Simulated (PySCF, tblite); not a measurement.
# C6H8ClO2 radical: geometry, infrared bands and EPR parameters

Wanted: the infrared bands and EPR parameters of C6H8ClO2 radical (`O=CO[C@@H]1[CH]C[C@@H]1CCl`), by calculation.

Computed with tblite 0.8.0 and PySCF 2.14.0, with density-fitted response routines of our own, on a single molecule in the gas phase. Atoms count from 0, in the outputs and in this text.

## Step 1: The molecule as given

17 atoms, charge 0, multiplicity 2; geometry from: force field or distance geometry start.

Bonds of the start (Å): O0–C1 1.22, C1–O2 1.34, O2–C3 1.46, C3–C4 1.46, C4–C5 1.47, C5–C6 1.54, C6–C7 1.52, C7–Cl8 1.79, C6–C3 1.55, C1–H9 1.11, C3–H10 1.09, C4–H11 1.07, C5–H12 1.08, C5–H13 1.08, C6–H14 1.09, C7–H15 1.10, C7–H16 1.09.

## Step 2: Geometry optimisation with GFN2-xTB

What the job is given:

```
{"job": {"kind": "relax", "xc": "GFN2-xTB", "basis": "xTB"}, "charge": 0, "multiplicity": 2}
O      2.554300    -1.257500     0.388100
C      2.163700    -0.517000     1.278100
O      1.242300     0.451300     1.188600
C      0.729600     0.670900    -0.156500
C     -0.251300     1.750300    -0.247000
C     -1.156400     0.964400    -1.094700
C     -0.361600    -0.289700    -0.687100
C     -1.030400    -1.197800     0.334800
Cl    -2.396600    -2.065400    -0.422700
H      2.529000    -0.566200     2.330100
H      1.548300     0.836900    -0.859100
H     -0.514500     2.472200     0.503900
H     -1.088400     1.228100    -2.142800
H     -2.193500     1.005000    -0.780200
H     -0.010100    -0.864600    -1.544700
H     -1.429900    -0.647600     1.202200
H     -0.341500    -1.961300     0.699100
```

The run is started by

```
$ OMP_NUM_THREADS=1 python probes_run.py task.json out
```

This one command runs all jobs of the session in turn.

Standard output:

```text
step      E/eV     max force
  0    -802.95734    2.307
  1    -803.03245    2.295
  2    -803.07261    0.596
  3    -803.08745    0.392
  4    -803.10679    0.288
  5    -803.11667    0.188
  6    -803.12102    0.153
  7    -803.12472    0.168
  8    -803.12782    0.180
  9    -803.13043    0.147
 10    -803.13245    0.127
 11    -803.13437    0.130
 12    -803.13634    0.139
 13    -803.13822    0.126
 14    -803.13990    0.123
 15    -803.14148    0.081
 16    -803.14305    0.100
 17    -803.14458    0.096
 18    -803.14597    0.082
 19    -803.14715    0.084
 20    -803.14824    0.081
 21    -803.14934    0.082
 22    -803.15043    0.085
 23    -803.15153    0.080
 24    -803.15273    0.089
 25    -803.15407    0.092
 26    -803.15553    0.093
 27    -803.15713    0.096
 28    -803.15895    0.106
 29    -803.16098    0.110
 30    -803.16283    0.091
 31    -803.16404    0.090
 32    -803.16478    0.074
 33    -803.16537    0.053
 34    -803.16586    0.087
 35    -803.16623    0.104
 36    -803.16673    0.059
 37    -803.16732    0.053
 38    -803.16774    0.069
 39    -803.16833    0.063
 40    -803.16881    0.071
 41    -803.16931    0.065
 42    -803.16983    0.061
 43    -803.17040    0.073
 44    -803.17108    0.072
 45    -803.17200    0.093
 46    -803.17330    0.142
 47    -803.17487    0.159
 48    -803.17619    0.128
 49    -803.17690    0.066
 50    -803.17730    0.059
 51    -803.17770    0.089
 52    -803.17823    0.082
 53    -803.17886    0.067
 54    -803.17931    0.058
 55    -803.17954    0.060
 56    -803.17990    0.049
 57    -803.18020    0.045
 58    -803.18047    0.035
 59    -803.18071    0.036
 60    -803.18096    0.039
 61    -803.18119    0.035
 62    -803.18135    0.030
 63    -803.18146    0.024
 64    -803.18155    0.018
 65    -803.18162    0.019
 66    -803.18167    0.013
 67    -803.18171    0.014
 68    -803.18174    0.016
 69    -803.18179    0.019
 70    -803.18184    0.019
 71    -803.18188    0.013
 72    -803.18191    0.015
 73    -803.18194    0.015
 74    -803.18198    0.017
 75    -803.18201    0.014
 76    -803.18203    0.010
```

Wall time 0.47 s (1 thread of Arm Neoverse V2, shared host).

Step by step: (not every step is listed)

```csv
step,energy from step 0 (eV),largest force (eV/Å)
0,0.0000,2.3074
1,-0.0751,2.2947
2,-0.1153,0.5965
3,-0.1301,0.3920
4,-0.1495,0.2877
5,-0.1593,0.1883
6,-0.1637,0.1526
7,-0.1674,0.1675
8,-0.1705,0.1801
14,-0.1826,0.1225
20,-0.1909,0.0808
26,-0.1982,0.0928
32,-0.2074,0.0741
38,-0.2104,0.0692
44,-0.2137,0.0724
50,-0.2200,0.0592
56,-0.2226,0.0488
62,-0.2240,0.0303
68,-0.2244,0.0164
71,-0.2245,0.0131
72,-0.2246,0.0147
73,-0.2246,0.0152
74,-0.2246,0.0173
75,-0.2247,0.0136
76,-0.2247,0.0098
```

Close pairs (by a distance rule), those that changed most:

```
  bond  before (Å)  after (Å)  change (Å)
 O0–C1       1.222      1.195      -0.027
 C1–O2       1.340      1.319      -0.021
 C3–C4       1.461      1.476      +0.014
 O2–C3       1.456      1.442      -0.014
 C4–C5       1.468      1.481      +0.013
C7–H15       1.102      1.090      -0.012
 C1–H9       1.115      1.104      -0.011
 C3–C6       1.548      1.558      +0.010
```

The end geometry stands in the next job.

## Step 3: Infrared spectrum with GFN2-xTB

What the job is given:

```
{"job": {"kind": "ir", "xc": "GFN2-xTB", "basis": "xTB"}, "charge": 0, "multiplicity": 2}
O      2.801908    -0.975234     0.569228
C      2.132044    -0.446540     1.405531
O      1.090932     0.338828     1.209359
C      0.722060     0.609157    -0.158128
C     -0.170766     1.771346    -0.331674
C     -1.255102     0.983225    -0.962485
C     -0.401108    -0.288531    -0.757394
C     -0.976225    -1.291880     0.218157
Cl    -2.467307    -2.004984    -0.453664
H      2.302078    -0.541694     2.491872
H      1.651647     0.598858    -0.745841
H     -0.122951     2.765926     0.058786
H     -1.470239     1.227071    -2.005862
H     -2.209861     0.982519    -0.428107
H     -0.105543    -0.787534    -1.680548
H     -1.246024    -0.814847     1.160780
H     -0.282541    -2.113654     0.400082
```

Standard output:

```text
mode    cm-1     km/mol
  1      15.5      2.85
  2      71.6      0.74
  3      83.0      2.76
  4     126.5      0.68
  5     178.8      1.55
  6     218.0      6.43
  7     251.0     37.88
  8     306.5     23.47
  9     389.3      1.15
 10     418.6      3.31
 11     503.1      9.73
 12     693.9      0.19
 13     753.7     18.07
 14     793.7      8.39
 15     838.7     14.23
 16     864.5     13.21
 17     904.3      8.90
 18     933.6     10.29
 19     968.3      1.16
 20     993.1     17.39
 21    1014.1      4.01
 22    1039.1     14.13
 23    1087.6     17.20
 24    1139.3    100.66
 25    1146.0    121.08
 26    1157.2      5.56
 27    1182.5      0.85
 28    1195.1      1.33
 29    1232.7     18.10
 30    1244.4     16.58
 31    1262.9      4.03
 32    1266.7     10.68
 33    1311.5      1.96
 34    1344.9     31.64
 35    1428.8      9.22
 36    1441.6      5.14
 37    1787.9    493.00
 38    2822.3     85.16
 39    2846.0     11.90
 40    2906.6      9.18
 41    2947.3     16.43
 42    2976.7      2.67
 43    2980.1      4.39
 44    2990.6     19.51
 45    3172.9     25.75
```

Wall time 0.52 s (1 thread of Arm Neoverse V2, shared host).

The strongest bands and the atoms that carry them (share of the mass-weighted mode):

```
cm⁻¹  km/mol                                atoms
 251    37.9           H11 50 %, O0 16 %, C4 16 %
 306    23.5  O2 22 %, H9 20 %, C1 16 %, Cl8 14 %
1139   100.7  H14 17 %, O2 17 %, C6 15 %, C1 12 %
1146   121.1            O2 30 %, C1 22 %, C3 12 %
1345    31.6                              H9 85 %
1788   493.0                     C1 59 %, O0 38 %
2822    85.2                              H9 93 %
3173    25.8                             H11 92 %
```

## Step 4: g tensor and hyperfine couplings: B3LYP/pcH-1

Same as in step 3 but for these lines:

```diff
@@ -1,2 +1,2 @@
-{"job": {"kind": "ir", "xc": "GFN2-xTB", "basis": "xTB"}, "charge": 0, "multiplicity": 2}
+{"job": {"kind": "epr", "basis": "pcH-1"}, "charge": 0, "multiplicity": 2}
 O      2.801908    -0.975234     0.569228
```

With the program's defaults for keys left out, this is: UKS B3LYP, pcH-1 on C Cl H O, non-relativistic, mean-field spin-orbit, GIAO.

Standard output:

```text
UKS, coarse grid
  cycle   1  E = -843.87540895  |g| = 6.82e-01
  cycle   2  E = -843.44060884  |g| = 1.27e+00
  cycle   3  E = -844.02081339  |g| = 2.49e-01
  cycle   4  E = -844.04101105  |g| = 9.81e-02
  cycle   5  E = -844.04404020  |g| = 2.11e-02
  cycle   6  E = -844.04422512  |g| = 6.40e-03
  cycle   7  E = -844.04424333  |g| = 2.00e-03
  cycle   8  E = -844.04424639  |g| = 7.21e-04
UKS, final grid
  cycle   1  E = -844.04419668  |g| = 7.18e-04
  cycle   2  E = -844.04419657  |g| = 9.00e-04
  cycle   3  E = -844.04419693  |g| = 1.21e-04
  cycle   4  E = -844.04419693  |g| = 7.67e-05
  cycle   5  E = -844.04419694  |g| = 5.08e-05
  cycle   6  E = -844.04419694  |g| = 7.37e-06
E = -844.04419694 Eh   <S^2> = 0.7541 (exact 0.7500)
g shifts (ppm)      1          2          3
  rmc          -148       -148       -148
  gc             13         31         28
  oz_so        -133        498        740
  total        -267        381        620
hyperfine (MHz)  atom isotope    a_iso     a_fc   dipolar eigenvalues
    0   17O      -1.38      -1.40     -3.60      1.53      2.07
    1   13C      -1.54      -1.53     -0.82     -0.68      1.50
    2   17O     -38.93     -38.93    -10.62      5.01      5.61
    3   13C     -23.41     -23.41     -2.60     -1.92      4.52
    4   13C      97.07      97.16    -79.73    -78.62    158.35
    5   13C     -32.82     -32.83     -3.24      0.45      2.79
    6   13C      10.92      10.92     -1.83     -1.35      3.18
    7   13C      -3.30      -3.30     -0.51     -0.34      0.85
    8  35Cl       0.18       0.18     -0.33     -0.24      0.57
    9    1H      11.34      11.34     -1.15     -0.66      1.80
   10    1H     103.23     103.23     -6.11     -2.07      8.18
   11    1H     -62.36     -62.37    -37.58     -0.92     38.50
   12    1H     116.27     116.27     -4.96     -4.12      9.08
   13    1H     128.72     128.72     -4.77     -3.20      7.98
   14    1H      -0.72      -0.72     -2.65     -2.34      4.99
   15    1H       0.14       0.14     -2.44     -1.94      4.38
   16    1H       0.02       0.02     -1.13     -1.03      2.15
```

Wall time 2.1 min (1 thread of Arm Neoverse V2, shared host); peak memory 1.1 GiB.

Principal g values 2.00205, 2.00270, 2.00294; g(iso) = 2.00256, against 2.00232 for a free electron.

Hyperfine couplings, nucleus by nucleus at this fixed geometry (no averaging over rotations):

```
nuclei  isotope  a(iso) (MHz)  a(iso) (G, at g = 2.0023)  largest dipolar term (MHz)
   H13       1H         128.7                       45.9                         8.0
   H12       1H         116.3                       41.5                         9.1
   H10       1H         103.2                       36.8                         8.2
    C4      13C          97.1                       34.6                       158.4
   H11       1H         -62.4                      -22.3                        38.5
    O2      17O         -38.9                      -13.9                       -10.6
    C5      13C         -32.8                      -11.7                        -3.2
    C3      13C         -23.4                       -8.4                         4.5
    H9       1H          11.3                        4.0                         1.8
    C6      13C          10.9                        3.9                         3.2
    C7      13C          -3.3                       -1.2                         0.9
    C1      13C          -1.5                       -0.5                         1.5
    O0      17O          -1.4                       -0.5                        -3.6
   H14       1H          -0.7                       -0.3                         5.0
```

Mulliken spin populations:

O0 0.01; C1 0.00; O2 0.02; C3 -0.06; C4 1.00; C5 -0.09; C6 0.01; C7 0.00; Cl8 0.00; H9 0.01; H10 0.04; H11 -0.04; H12 0.05; H13 0.05; H14 0.00; H15 0.00; H16 0.00

In first order the couplings over 0.8 MHz of 1H give 32 distinct lines over 150.6 G.

Orbitals, density, ELF and potential are computed afterwards from the orbital file.

ELF in a plane through or near 7 of the atoms.

Ten even steps from '0' (0.00) to '9' (1.00):
```
0000000000000000000000000000
0000000000000000000000000000
0000000000000000000000000000
0000000000000012200000000000
0000000000000157520000000000
0000000000000268740000000000
0000000000002564652111000000
0000001111224882885663000000
0000014545671262622762000000
0000025216665664864631000000
0000024115421454764310000000
0000002453000389610000000000
0000000110016612534653000000
0000000000199974875886200000
0000000000499974716486200000
0000000000178512752563100000
0000000000000003788741000000
0000000000000002455310000000
0000000000000000121000000000
0000000000000000000000000000
```
The map spans 11.8 Å across and 10.4 Å up, centred on the molecule. Atoms in the plane (x, y in Å): C1 (-2.6, 0.0), C3 (-0.4, 0.8), C4 (0.7, 1.7), C5 (1.7, 0.7), C7 (0.5, -1.6), Cl8 (1.9, -2.6), H16 (-0.4, -2.1).

On the surface of density 0.002 e/bohr³ the electrostatic potential runs, from the 1st to the 99th percentile, from -1.43 V near O0 to 1.21 V near H9.

The spin density lies nearest to C4 64 %; H11 10 %.

## Step 5: Results

| quantity | value |
| --- | --- |
| strongest single infrared mode (GFN2-xTB) | 1788 cm⁻¹, 493 km/mol |
| zero-point energy (GFN2-xTB) | 79.0 kcal/mol |
| g(iso) (B3LYP) | 2.00256 |
| ⟨S²⟩ | 0.754 (exact 0.75) |
| largest a(iso) | 1H on H13, 128.7 MHz |
| potential on the surface of density 0.002 e/bohr³, 1st and 99th percentile | -1.43 V and 1.21 V |

In words: Over 76 steps the energy fell by 0.225 eV; of the close pairs, O0–C1 changed most, 1.222 to 1.195 Å. All 45 modes are real, so the xTB geometry is a minimum. The strongest single mode, at 1788 cm⁻¹, moves mainly C1 and O0. Unscaled tight-binding wavenumbers are off by several per cent, some by more. Its intensities can rank the bands wrongly. C4 carries the largest spin population, 1.00 e. The isotropic g lies 0.2 ppt above the free-electron value. These values are for one conformer; the search (at its own cheap level) found 2 more, at 0.24, 0.94 kcal/mol, and measured spectra average over such forms.
